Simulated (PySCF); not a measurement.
# C5H4FN: the cost of one run

Computed with PySCF 2.14.0 and routines of our own; the level stands in each step. Atoms count from 0.

## (1) The system as given

11 atoms, charge 0, multiplicity 1; geometry from: GFN2-xTB.

## (2) Relaxing the molecule at PBE0-D3(BJ)/def2-SVP

Job settings and geometry (Å):

```
{"job": {"xc": "PBE0", "basis": "def2-SVP", "d3": "d3bj", "grid": 2, "kind": "geom"}, "charge": 0, "multiplicity": 1}
C     -1.449259    -0.709827     0.127801
C     -0.344203     0.299856     0.008757
C      0.926356     0.004736    -0.095823
C      2.183425    -0.283885    -0.214745
F      3.005373    -0.426339     0.842331
C     -0.739940     1.663609    -0.003819
N     -1.084892     2.755504    -0.011743
H     -1.043320    -1.717697     0.128616
H     -2.001472    -0.541584     1.051489
H     -2.143173    -0.597985    -0.704750
H      2.696530    -0.443717    -1.154077
```

Run with:

```bash
$ OMP_NUM_THREADS=1 python excited_run.py task.json out
```

One launch serves the whole session: the jobs run in the order shown.

**Question.** How long does this first job take on 1 thread of Arm Neoverse V1, shared host, and how much memory does it need?

About 27 s, with a peak of 0.61 GiB.
